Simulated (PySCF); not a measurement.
# CoH10O6+: magnetic properties

Aim: compute the magnetic properties of CoH10O6+ (`[OH][Co+]([OH])(<-[OH2])(<-[OH2])(<-[OH2])<-[OH2]`).

Programs: PySCF 2.14.0, with routines of our own; each step states its level. All values are computed. Atoms count from 0.

## 1. The system as given

17 atoms, charge 1, multiplicity 1; geometry from: GFN2-xTB.

## 2. Magnetic properties: GIAO PBE0/def2-SVP Co:def2-TZVP

Job settings and geometry (Å):

```
{"job": {"kind": "mag", "xc": "PBE0", "basis": {"default": "def2-SVP", "Co": "def2-TZVP"}}, "charge": 1, "multiplicity": 1}
Co     0.084990     0.009670     0.042880
O     -0.029890     0.005490     1.826070
H      0.817460    -0.042150     2.278520
O      0.144470     0.070940    -2.037140
H     -0.044040    -0.724940    -2.546270
H      1.041630     0.342290    -2.275420
O      1.868740    -0.082660     0.000270
H      2.340350     0.683860     0.334250
O     -2.000840     0.065840     0.060890
H     -2.283220     0.041500     0.984880
H     -2.522850    -0.589040    -0.413950
O      0.063120     1.963780     0.104950
H     -0.051400     2.233660     1.031410
H     -0.638240     2.386700    -0.409490
O      0.153450    -1.955710     0.084610
H     -0.031640    -2.227910     0.999390
H      1.087920    -2.181320    -0.065860
```

Level: GIAO PBE0/def2-SVP Co:def2-TZVP magnetisability, rotational g tensor and spin-rotation constants, non-relativistic, gas phase.

Launch:

```console
OMP_NUM_THREADS=1 python excited_run.py task.json out
```

This one command runs all jobs of the session in turn.

Output, shortened:

```text
coarse grid: 63360 points
cycle   1  E = -1819.3625141246  dE =  1.871e+01  |g| = 7.690e+00  |ddm| = 8.505e+00
cycle   2  E = -1711.1077252157  dE =  1.083e+02  |g| = 2.706e+01  |ddm| = 2.194e+01
cycle   3  E = -1784.3426080019  dE = -7.323e+01  |g| = 2.076e+01  |ddm| = 1.159e+01
cycle   4  E = -1798.4471272217  dE = -1.410e+01  |g| = 1.769e+01  |ddm| = 4.950e+00
cycle   5  E = -1804.4817938416  dE = -6.035e+00  |g| = 1.594e+01  |ddm| = 5.327e+00
cycle   6  E = -1816.8990390675  dE = -1.242e+01  |g| = 1.322e+01  |ddm| = 6.893e+00
cycle   7  E = -1823.1007429375  dE = -6.202e+00  |g| = 1.046e+01  |ddm| = 5.168e+00
cycle   8  E = -1826.1378286501  dE = -3.037e+00  |g| = 9.294e+00  |ddm| = 3.705e+00
cycle   9  E = -1827.6960318159  dE = -1.558e+00  |g| = 8.319e+00  |ddm| = 3.226e+00
cycle  10  E = -1741.0311490849  dE =  8.666e+01  |g| = 1.531e+01  |ddm| = 3.628e+01
[... 10 cycles left out ...]
cycle  21  E = -1812.2612618843  dE =  1.877e+01  |g| = 1.012e+01  |ddm| = 9.357e+00
cycle  22  E = -1837.4611680250  dE = -2.520e+01  |g| = 3.215e+00  |ddm| = 8.966e+00
cycle  23  E = -1838.7446076437  dE = -1.283e+00  |g| = 9.107e-01  |ddm| = 1.477e+00
cycle  24  E = -1838.8306485565  dE = -8.604e-02  |g| = 7.574e-01  |ddm| = 8.762e-01
cycle  25  E = -1838.8970073910  dE = -6.636e-02  |g| = 4.277e-01  |ddm| = 3.547e-01
cycle  26  E = -1838.9109228628  dE = -1.392e-02  |g| = 2.674e-01  |ddm| = 1.185e-01
cycle  27  E = -1838.9184712730  dE = -7.548e-03  |g| = 1.005e-01  |ddm| = 1.284e-01
cycle  28  E = -1838.9199142083  dE = -1.443e-03  |g| = 5.160e-02  |ddm| = 8.553e-02
cycle  29  E = -1838.9203473987  dE = -4.332e-04  |g| = 8.993e-03  |ddm| = 3.353e-02
cycle  30  E = -1838.9203718915  dE = -2.449e-05  |g| = 2.360e-03  |ddm| = 9.463e-03
final grid: 134264 points
cycle  31  E = -1838.9203976724  dE = -7.423e-06  |g| = 3.020e-03  |ddm| = 7.348e-03
cycle  32  E = -1838.9203966572  dE =  1.015e-06  |g| = 6.380e-03  |ddm| = 7.217e-03
cycle  33  E = -1838.9204033267  dE = -6.670e-06  |g| = 2.573e-03  |ddm| = 3.935e-03
cycle  34  E = -1838.9204046056  dE = -1.279e-06  |g| = 8.857e-04  |ddm| = 1.485e-03
cycle  35  E = -1838.9204068822  dE = -2.277e-06  |g| = 7.569e-04  |ddm| = 5.056e-03
cycle  36  E = -1838.9204076420  dE = -7.598e-07  |g| = 1.392e-04  |ddm| = 4.186e-03
cycle  37  E = -1838.9204076514  dE = -9.376e-09  |g| = 4.374e-05  |ddm| = 3.776e-04
cycle  38  E = -1838.9204076522  dE = -8.677e-10  |g| = 2.546e-05  |ddm| = 6.621e-05
converged SCF energy = -1838.9204076522

Magnetisability tensor (1e-30 J/T^2)
     1083.20       63.96       11.15
       63.96      102.28       14.05
       11.15       14.05     1000.42
isotropic 728.63   principal values      97.93    998.97   1088.99
isotropic susceptibility 43.879 1e-6 cm^3/mol

Inertial axes            a          b          c
rot. const./GHz      1.8450     1.7823     1.7037
chi total            37.915     36.733     56.989
chi diamagnetic    -724.539   -746.721   -776.230
chi paramagnetic    762.453    783.454    833.220
quadrupole/D A        1.787     -1.881      0.094
g nuclear            0.5776     0.5783     0.5755
g electronic        -0.6609    -0.6560    -0.6669
g total             -0.0833    -0.0777    -0.0914

Spin-rotation constants (kHz, H = +C I.J)
atom  isotope        aa         bb         cc
  0   59Co       63.775     59.890     66.288
  2     1H       -0.554     -0.171     -0.107
  4     1H       -0.171     -0.229     -0.069
  5     1H       -0.175      0.028     -0.332
  7     1H       -0.397     -0.376      0.098
  9     1H       -0.009     -0.165     -0.295
 10     1H       -0.262     -0.321      0.117
 12     1H       -0.083     -0.380     -0.221
 13     1H       -0.105     -0.168     -0.357
 15     1H       -0.381      0.116     -0.405
 16     1H        0.078     -0.336     -0.393
  1    17O*       0.528     -0.063      0.729
  3    17O*      -0.100     -0.116      0.099
 11    17O*      -0.115      0.092      0.179
* in the singly substituted isotopologue
```

It took 56 s on 1 thread of Intel Xeon 6975P-C, shared host; peak memory 1.2 GiB.

From this job:

```tsv
quantity	value
magnetisability	729·10⁻³⁰ J/T²
molar susceptibility	43.9·10⁻⁶ cm³/mol
rotational g (a, b, c)	-0.0833, -0.0777, -0.0914
```

## 3. Magnetic properties: GIAO CAM-B3LYP/def2-SVP Co:def2-TZVP

The job, as its differences from that of step 2:

```diff
@@ -1,2 +1,2 @@
-{"job": {"kind": "mag", "xc": "PBE0", "basis": {"default": "def2-SVP", "Co": "def2-TZVP"}}, "charge": 1, "multiplicity": 1}
+{"job": {"kind": "mag", "xc": "CAM-B3LYP", "basis": {"default": "def2-SVP", "Co": "def2-TZVP"}}, "charge": 1, "multiplicity": 1}
 Co     0.084990     0.009670     0.042880
```

Method: GIAO CAM-B3LYP/def2-SVP Co:def2-TZVP magnetisability, rotational g tensor and spin-rotation constants, non-relativistic, gas phase.

Output:

```text
coarse grid: 63360 points
cycle   1  E = -1820.2153523948  dE =  1.830e+01  |g| = 7.725e+00  |ddm| = 8.591e+00
cycle   2  E = -1716.5230713405  dE =  1.037e+02  |g| = 2.694e+01  |ddm| = 2.149e+01
cycle   3  E = -1790.8073697504  dE = -7.428e+01  |g| = 1.989e+01  |ddm| = 1.135e+01
cycle   4  E = -1804.3917903525  dE = -1.358e+01  |g| = 1.676e+01  |ddm| = 4.964e+00
cycle   5  E = -1809.4801106583  dE = -5.088e+00  |g| = 1.492e+01  |ddm| = 5.166e+00
cycle   6  E = -1821.2594505857  dE = -1.178e+01  |g| = 1.197e+01  |ddm| = 7.086e+00
cycle   7  E = -1824.4668218259  dE = -3.207e+00  |g| = 1.037e+01  |ddm| = 4.142e+00
cycle   8  E = -1829.7100491208  dE = -5.243e+00  |g| = 8.509e+00  |ddm| = 4.314e+00
cycle   9  E = -1831.4618932316  dE = -1.752e+00  |g| = 7.304e+00  |ddm| = 2.906e+00
cycle  10  E = -1812.1323334864  dE =  1.933e+01  |g| = 1.088e+01  |ddm| = 1.151e+01
cycle  11  E = -1835.6418565714  dE = -2.351e+01  |g| = 4.599e+00  |ddm| = 1.113e+01
cycle  12  E = -1839.0865416685  dE = -3.445e+00  |g| = 1.555e+00  |ddm| = 2.577e+00
cycle  13  E = -1839.3398135217  dE = -2.533e-01  |g| = 1.253e+00  |ddm| = 1.499e+00
cycle  14  E = -1839.5335608964  dE = -1.937e-01  |g| = 5.485e-01  |ddm| = 6.300e-01
cycle  15  E = -1839.5531753517  dE = -1.961e-02  |g| = 4.039e-01  |ddm| = 1.565e-01
cycle  16  E = -1839.5688258356  dE = -1.565e-02  |g| = 2.120e-01  |ddm| = 1.367e-01
cycle  17  E = -1839.5754126785  dE = -6.587e-03  |g| = 8.816e-02  |ddm| = 1.896e-01
cycle  18  E = -1839.5762076824  dE = -7.950e-04  |g| = 4.174e-02  |ddm| = 4.154e-02
cycle  19  E = -1839.5765166662  dE = -3.090e-04  |g| = 9.719e-03  |ddm| = 2.468e-02
cycle  20  E = -1839.5766484312  dE = -1.318e-04  |g| = 6.220e-03  |ddm| = 2.230e-02
cycle  21  E = -1839.5767961563  dE = -1.477e-04  |g| = 4.294e-03  |ddm| = 3.707e-02
cycle  22  E = -1839.5768479273  dE = -5.177e-05  |g| = 3.013e-03  |ddm| = 2.274e-02
cycle  23  E = -1839.5768682960  dE = -2.037e-05  |g| = 1.403e-03  |ddm| = 1.592e-02
cycle  24  E = -1839.5768730281  dE = -4.732e-06  |g| = 1.104e-03  |ddm| = 6.838e-03
final grid: 134264 points
cycle  25  E = -1839.5768757859  dE = -6.260e-07  |g| = 1.699e-03  |ddm| = 2.619e-03
cycle  26  E = -1839.5768742343  dE =  1.552e-06  |g| = 4.431e-03  |ddm| = 2.819e-03
cycle  27  E = -1839.5768766072  dE = -2.373e-06  |g| = 7.590e-04  |ddm| = 1.768e-03
cycle  28  E = -1839.5768767683  dE = -1.610e-07  |g| = 2.814e-04  |ddm| = 5.270e-04
cycle  29  E = -1839.5768771114  dE = -3.431e-07  |g| = 1.781e-04  |ddm| = 2.113e-03
cycle  30  E = -1839.5768771586  dE = -4.721e-08  |g| = 9.277e-05  |ddm| = 5.712e-04
cycle  31  E = -1839.5768771940  dE = -3.542e-08  |g| = 6.482e-05  |ddm| = 6.920e-04
cycle  32  E = -1839.5768772018  dE = -7.723e-09  |g| = 2.913e-05  |ddm| = 3.556e-04
cycle  33  E = -1839.5768772027  dE = -9.509e-10  |g| = 1.064e-05  |ddm| = 1.306e-04
converged SCF energy = -1839.5768772027

Magnetisability tensor (1e-30 J/T^2)
      825.46       53.63       10.38
       53.63        5.03       12.43
       10.38       12.43      769.06
isotropic 533.18   principal values       1.36    767.22    830.97
isotropic susceptibility 32.109 1e-6 cm^3/mol

Inertial axes            a          b          c
rot. const./GHz      1.8450     1.7823     1.7037
chi total            26.959     26.220     43.148
chi diamagnetic    -724.985   -747.185   -776.678
chi paramagnetic    751.943    773.405    819.826
quadrupole/D A        1.775     -1.862      0.086
g nuclear            0.5776     0.5783     0.5755
g electronic        -0.6518    -0.6476    -0.6562
g total             -0.0742    -0.0693    -0.0807

Spin-rotation constants (kHz, H = +C I.J)
atom  isotope        aa         bb         cc
  0   59Co       57.827     54.580     59.409
  2     1H       -0.518     -0.179     -0.085
  4     1H       -0.171     -0.231     -0.071
  5     1H       -0.176      0.011     -0.313
  7     1H       -0.383     -0.366      0.091
  9     1H       -0.024     -0.162     -0.286
 10     1H       -0.260     -0.313      0.101
 12     1H       -0.083     -0.360     -0.208
 13     1H       -0.107     -0.163     -0.334
 15     1H       -0.364      0.111     -0.385
 16     1H        0.073     -0.322     -0.372
  1    17O*       0.442     -0.066      0.590
  3    17O*      -0.104     -0.113      0.082
 11    17O*      -0.118      0.069      0.144
* in the singly substituted isotopologue
```

Run time: 70 s. Hardware: 1 thread of Intel Xeon 6975P-C, shared host; peak memory 1.8 GiB.

Key values:

```tsv
quantity	value
magnetisability	533·10⁻³⁰ J/T²
molar susceptibility	32.1·10⁻⁶ cm³/mol
rotational g (a, b, c)	-0.0742, -0.0693, -0.0807
```

## 4. The levels compared

```tsv
level	ξ (10⁻³⁰ J/T²)	g(a)	g(b)	gap (eV)	functions	time
GIAO PBE0/def2-SVP Co:def2-TZVP	729	-0.0833	-0.0777	4.91	179	56 s
GIAO CAM-B3LYP/def2-SVP Co:def2-TZVP	533	-0.0742	-0.0693	7.64	179	70 s
```

## 5. What came out

| quantity | value |
| --- | --- |
| magnetisability (step 2, GIAO PBE0/def2-SVP Co:def2-TZVP) | 729·10⁻³⁰ J/T² |
| molar susceptibility (step 2, GIAO PBE0/def2-SVP Co:def2-TZVP) | 43.9·10⁻⁶ cm³/mol |
| rotational g (a, b, c) (step 2, GIAO PBE0/def2-SVP Co:def2-TZVP) | -0.0833, -0.0777, -0.0914 |
| magnetisability over the levels | 533 to 729·10⁻³⁰ J/T² |

In words: For an ion, the motion of the centre of mass in the field is left out. At GIAO PBE0/def2-SVP Co:def2-TZVP the magnetisability is positive: the paramagnetic term outweighs the diamagnetic one, and such values are sensitive to the functional. At GIAO CAM-B3LYP/def2-SVP Co:def2-TZVP the magnetisability is positive: the paramagnetic term outweighs the diamagnetic one, and such values are sensitive to the functional. The geometry comes from tight binding, which is rough for metal atoms, and these values hang on it. The magnetisability spreads by 31.0 % over 2 levels of like cost. Two levels can agree by chance, so this spread shows no convergence. Vibrational averaging and real surroundings are missing from these values.
